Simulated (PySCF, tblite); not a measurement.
**C₂H₈O₃Si₂: dynamics, then NMR shifts on frames**

Aim: move C₂H₈O₃Si₂ (`O=C(CO[SiH3])O[SiH3]`) away from its starting geometry and see how NMR shifts follow the geometry.

Programs: tblite 0.8.0 and PySCF 2.14.0, with density-fitted response routines of our own. Each step states its level of theory. These are calculated values for one molecule in the gas phase, unless marked as measured. Atoms count from 0, in the outputs and in this text.

## 1. Starting geometry

15 atoms, charge 0, multiplicity 1; geometry from: GFN2-xTB.

Bonds of the start (Å): O0–C1 1.20, C1–C2 1.52, C2–O3 1.38, O3–Si4 1.62, C1–O5 1.31, O5–Si6 1.67, C2–H7 1.10, C2–H8 1.10, Si4–H9 1.47, Si4–H10 1.45, Si4–H11 1.47, Si6–H12 1.46, Si6–H13 1.45, Si6–H14 1.46.

## 2. Thermal motion with GFN2-xTB

What the job is given:

```
{"job": {"kind": "md", "xc": "GFN2-xTB", "basis": "xTB", "temperature": 300, "steps": 2000, "every": 50, "frames": 5}, "charge": 0, "multiplicity": 1}
O      1.148109    -1.000471     1.638982
C      0.641413    -0.524685     0.656682
C     -0.851834    -0.249375     0.555902
O     -1.158892     0.483210    -0.575549
Si    -2.603836     0.984116    -1.117676
O      1.313704    -0.211850    -0.423664
Si     2.957094    -0.441747    -0.566663
H     -1.160993     0.273781     1.470391
H     -1.361778    -1.223626     0.549056
H     -3.487246    -0.155418    -1.385646
H     -2.162590     1.686647    -2.308097
H     -3.264730     1.838971    -0.126288
H      3.635840     0.369199     0.437041
H      3.105315     0.040798    -1.931233
H      3.246010    -1.861561    -0.400804
```

Method: GFN2-xTB Langevin dynamics, gas phase.

Command:

```
$ OMP_NUM_THREADS=1 python probes_run.py task.json out
```

The driver reads the jobs from task.json and runs them one after another.

Output:

```text
t/fs     T/K      E/eV
    0.0   239.3   -656.76558
   25.0   163.5   -656.54591
   50.0   187.0   -656.36372
   75.0   193.4   -656.45398
  100.0   223.8   -656.34594
  125.0   171.4   -656.36768
  150.0   161.6   -656.41082
  175.0   241.4   -656.45191
  200.0   305.5   -656.40527
  225.0   286.8   -656.27850
  250.0   247.5   -656.34840
  275.0   211.4   -656.39339
  300.0   177.5   -656.33507
  325.0   227.9   -656.32180
  350.0   343.4   -656.41756
  375.0   314.0   -656.35453
  400.0   392.8   -656.46975
  425.0   346.4   -656.42741
  450.0   171.7   -656.35139
  475.0   208.7   -656.31024
  500.0   349.7   -656.44339
  525.0   221.5   -656.33858
  550.0   285.0   -656.37678
  575.0   303.7   -656.53670
  600.0   367.1   -656.58933
  625.0   216.9   -656.30853
  650.0   172.1   -656.36330
  675.0   245.7   -656.42370
  700.0   205.0   -656.20183
  725.0   221.2   -656.19427
  750.0   289.9   -656.37594
  775.0   306.4   -656.38748
  800.0   308.1   -656.42823
  825.0   314.1   -656.37672
  850.0   297.1   -656.31029
  875.0   280.7   -656.40016
  900.0   302.5   -656.30612
  925.0   270.5   -656.30971
  950.0   258.2   -656.22264
  975.0   251.3   -656.38630
 1000.0   387.2   -656.58472
```

Run time: 21 s. Hardware: 1 thread of Arm Neoverse N1, shared host; peak memory 0.19 GiB.

Distance from the start (root mean square after alignment): 0 fs 0.00 Å, 200 fs 0.45 Å, 400 fs 1.14 Å, 600 fs 1.52 Å, 800 fs 1.47 Å, 1000 fs 1.75 Å.

Positions (Å) and forces (eV/Å) at 1000 fs:

```xyz
15

O    -0.318   -0.804    1.847    0.812   -0.466    1.820
C    -0.344   -0.584    0.692   -0.322   -0.015   -2.199
C    -1.618   -0.051    0.038    0.418   -0.332   -0.058
O    -1.461    1.243   -0.391    0.197    0.522   -0.393
Si   -0.183    2.147   -0.842   -0.272   -0.185   -0.536
O     0.617   -0.804   -0.205    0.119    0.142    0.480
Si    2.270   -1.054   -0.116   -0.152    1.311    0.369
H    -2.364   -0.065    0.810   -0.649    0.086    0.560
H    -1.953   -0.742   -0.747    0.190    0.173   -0.315
H     0.948    2.144    0.069    0.183   -0.134    0.155
H    -0.844    3.439   -0.736   -0.046   -0.005   -0.153
H     0.282    1.748   -2.209   -0.155    0.157    0.528
H     2.914    0.303   -0.031   -0.324   -0.519   -0.064
H     2.491   -1.631   -1.404    0.006   -0.366   -0.396
H     2.651   -1.754    1.083   -0.006   -0.368    0.202
```

## 3. Nuclear shieldings: 250 fs, PBE0/pcSseg-1

What the job is given:

```
{"job": {"kind": "nmr", "xc": "PBE0", "basis": "pcSseg-1", "pop": false}, "charge": 0, "multiplicity": 1}
O      0.821300    -1.030300     1.529600
C      0.326100    -0.555400     0.534600
C     -1.186400    -0.457900     0.407400
O     -1.654100     0.686800    -0.154800
Si    -2.779000     1.001400    -1.203500
O      1.006500     0.090800    -0.440100
Si     2.678500    -0.182100    -0.643800
H     -1.652000    -0.570200     1.376900
H     -1.550400    -1.268300    -0.266800
H     -2.451400     0.128800    -2.374900
H     -2.563100     2.395000    -1.610100
H     -4.086200     0.716800    -0.638500
H      3.370500     0.175100     0.630300
H      2.738800     0.817200    -1.762100
H      2.848500    -1.627100    -0.866200
```

Level: GIAO PBE0/pcSseg-1 NMR shielding, non-relativistic, gas phase.

Output:

```text
coarse grid: 13640 points
cycle   1  E = -884.7863983797  dE =  1.020e+00  |g| = 1.121e+00  |ddm| = 3.473e+00
cycle   2  E = -884.3549992948  dE =  4.314e-01  |g| = 1.903e+00  |ddm| = 2.065e+00
cycle   3  E = -884.9988060628  dE = -6.438e-01  |g| = 2.457e-01  |ddm| = 1.413e+00
cycle   4  E = -885.0076236038  dE = -8.818e-03  |g| = 1.206e-01  |ddm| = 2.324e-01
cycle   5  E = -885.0101496642  dE = -2.526e-03  |g| = 1.408e-02  |ddm| = 7.733e-02
cycle   6  E = -885.0101863939  dE = -3.673e-05  |g| = 4.762e-03  |ddm| = 1.478e-02
cycle   7  E = -885.0101910846  dE = -4.691e-06  |g| = 1.213e-03  |ddm| = 4.383e-03
final grid: 122872 points
cycle   8  E = -885.0813663111  dE = -5.742e-06  |g| = 1.372e-02  |ddm| = 1.859e-02
cycle   9  E = -885.0813093866  dE =  5.692e-05  |g| = 2.261e-02  |ddm| = 1.970e-02
cycle  10  E = -885.0813968604  dE = -8.747e-05  |g| = 2.415e-03  |ddm| = 1.296e-02
cycle  11  E = -885.0813978634  dE = -1.003e-06  |g| = 4.240e-04  |ddm| = 1.621e-03
cycle  12  E = -885.0813978956  dE = -3.227e-08  |g| = 1.004e-04  |ddm| = 3.557e-04
cycle  13  E = -885.0813978976  dE = -1.992e-09  |g| = 2.454e-05  |ddm| = 7.466e-05
cycle  14  E = -885.0813978977  dE = -9.913e-11  |g| = 8.583e-06  |ddm| = 2.509e-05
converged SCF energy = -885.0813978977

GIAO shielding tensors (ppm)
atom      isotropic    diamagn.    paramagn.     s11        s22        s33       span
  0 O     -141.722     402.079    -543.800   -423.315   -281.160    279.311    702.626
  1 C        4.633     251.549    -246.916    -93.862     36.373     71.387    165.249
  2 C      119.463     241.796    -122.333     95.745    115.567    147.076     51.331
  3 O      335.649     399.913     -64.264    267.069    345.003    394.875    127.806
  4 Si     390.650     881.314    -490.665    339.005    362.842    470.103    131.098
  5 O      141.830     401.524    -259.694    -36.442    222.467    239.465    275.907
  6 Si     380.289     879.651    -499.362    343.167    364.525    433.175     90.008
  7 H       27.254      29.038      -1.784     21.916     27.370     32.476     10.559
  8 H       27.126      29.337      -2.211     23.140     27.231     31.006      7.866
  9 H       26.429      29.728      -3.299     23.116     25.442     30.729      7.613
 10 H       26.547      29.598      -3.052     23.270     24.994     31.375      8.105
 11 H       26.866      28.720      -1.854     23.216     24.874     32.508      9.292
 12 H       25.888      28.659      -2.771     22.769     24.501     30.394      7.626
 13 H       26.103      28.862      -2.759     22.322     25.412     30.573      8.251
 14 H       26.482      28.841      -2.359     23.005     25.172     31.270      8.265
```

Run time: 37 s. Hardware: 1 thread of Arm Neoverse N1, shared host; peak memory 0.79 GiB.

Shifts follow as δ = σ(reference) − σ, with reference shieldings (ppm) from runs at the same level and on the same kind of geometry: 1H TMS 31.72, 13C TMS 186.9, 29Si TMS 349.2, 17O H2O 336.1. The references are single molecules in the gas phase, so shifts against H2O, NH3, PH3, H3PO4 or CFCl3 are not on the usual liquid scales and can be off by tens of ppm. Each atom is listed at this fixed geometry, with no averaging over motion; a spectrum would average atoms that exchange fast.

```tsv
atoms	environment	σ (ppm)	δ (ppm)
C1	carbonyl carbon	4.6	182.3
C2	sp3 CH2 bonded to O, α to a carbonyl	119.5	67.5
H12	hydrogen on a silicon bonded to O	25.89	5.83
H13	hydrogen on a silicon bonded to O	26.10	5.61
H9	hydrogen on a silicon bonded to O	26.43	5.29
H14	hydrogen on a silicon bonded to O	26.48	5.23
H10	hydrogen on a silicon bonded to O	26.55	5.17
H11	hydrogen on a silicon bonded to O	26.87	4.85
H8	hydrogen on an sp3 CH2 bonded to O, α to a carbonyl	27.13	4.59
H7	hydrogen on an sp3 CH2 bonded to O, α to a carbonyl	27.25	4.46
O0	carbonyl oxygen	-141.7	477.8
O5	oxygen bonded to C, Si	141.8	194.2
O3	oxygen bonded to C, Si	335.6	0.4
Si6	silicon bonded to O, 3 H	380.3	-31.1
Si4	silicon bonded to O, 3 H	390.6	-41.5
```

## 4. Shielding tensors: 425 fs, PBE0/pcSseg-1

What the job is given:

```
{"job": {"kind": "nmr", "xc": "PBE0", "basis": "pcSseg-1", "pop": false}, "charge": 0, "multiplicity": 1}
O      0.718500    -0.985400     1.691400
C      0.092200    -0.762200     0.692500
C     -1.421500    -0.500800     0.818300
O     -1.758200     0.671800     0.258100
Si    -2.143800     1.358300    -1.183300
O      0.685500    -0.615900    -0.451900
Si     2.390500    -0.660000    -0.627100
H     -1.526700    -0.348700     1.961000
H     -2.005000    -1.389900     0.460600
H     -0.984300     1.513000    -2.066900
H     -2.801800     2.556200    -0.679300
H     -3.197000     0.494300    -1.796200
H      2.870700     0.570000    -0.013800
H      2.458100    -0.742700    -2.072900
H      2.939000    -1.755000     0.238300
```

Level: GIAO PBE0/pcSseg-1 NMR shielding, non-relativistic, gas phase.

Output:

```text
coarse grid: 13640 points
cycle   1  E = -884.7971836839  dE =  1.010e+00  |g| = 1.104e+00  |ddm| = 3.452e+00
cycle   2  E = -884.3756447052  dE =  4.215e-01  |g| = 1.869e+00  |ddm| = 2.041e+00
cycle   3  E = -885.0004776363  dE = -6.248e-01  |g| = 2.652e-01  |ddm| = 1.441e+00
cycle   4  E = -885.0114951228  dE = -1.102e-02  |g| = 1.069e-01  |ddm| = 2.236e-01
cycle   5  E = -885.0134373488  dE = -1.942e-03  |g| = 1.371e-02  |ddm| = 6.809e-02
cycle   6  E = -885.0134660062  dE = -2.866e-05  |g| = 6.081e-03  |ddm| = 1.520e-02
cycle   7  E = -885.0134722331  dE = -6.227e-06  |g| = 1.437e-03  |ddm| = 4.710e-03
final grid: 122872 points
cycle   8  E = -885.0834917445  dE = -6.518e-06  |g| = 1.226e-02  |ddm| = 1.815e-02
cycle   9  E = -885.0834508343  dE =  4.091e-05  |g| = 1.964e-02  |ddm| = 1.822e-02
cycle  10  E = -885.0835153493  dE = -6.451e-05  |g| = 2.161e-03  |ddm| = 1.185e-02
cycle  11  E = -885.0835161585  dE = -8.092e-07  |g| = 3.453e-04  |ddm| = 1.430e-03
cycle  12  E = -885.0835161793  dE = -2.081e-08  |g| = 7.479e-05  |ddm| = 2.998e-04
cycle  13  E = -885.0835161805  dE = -1.196e-09  |g| = 2.128e-05  |ddm| = 7.925e-05
cycle  14  E = -885.0835161806  dE = -7.913e-11  |g| = 6.483e-06  |ddm| = 1.926e-05
converged SCF energy = -885.0835161806

GIAO shielding tensors (ppm)
atom      isotropic    diamagn.    paramagn.     s11        s22        s33       span
  0 O     -134.353     403.005    -537.359   -385.252   -262.268    244.460    629.713
  1 C        9.392     251.641    -242.249    -88.656     38.555     78.277    166.932
  2 C      110.286     243.029    -132.743     87.351    107.363    136.144     48.793
  3 O      333.023     398.108     -65.086    247.109    354.929    397.031    149.921
  4 Si     387.415     879.384    -491.969    345.608    356.074    460.564    114.956
  5 O      162.899     402.613    -239.714     21.966    222.257    244.474    222.509
  6 Si     384.418     880.158    -495.740    349.233    361.838    442.184     92.951
  7 H       25.141      27.180      -2.039     20.308     24.990     30.125      9.818
  8 H       26.502      27.544      -1.042     23.755     25.846     29.906      6.151
  9 H       26.350      30.302      -3.952     22.345     26.181     30.524      8.179
 10 H       26.641      28.771      -2.130     22.921     25.109     31.892      8.971
 11 H       26.362      28.352      -1.990     23.706     24.425     30.955      7.249
 12 H       26.757      30.372      -3.616     23.266     25.338     31.665      8.399
 13 H       26.974      29.789      -2.816     23.446     25.947     31.529      8.084
 14 H       25.679      28.416      -2.737     22.590     24.477     29.972      7.382
```

It took 36 s on 1 thread of Arm Neoverse N1, shared host; peak memory 0.82 GiB.

In short: δ C1 177.5, C2 76.6, O0 470.4, O5 173.2, H7 6.58, H14 6.04 ppm.

(Part 1 of 2 ends here.)
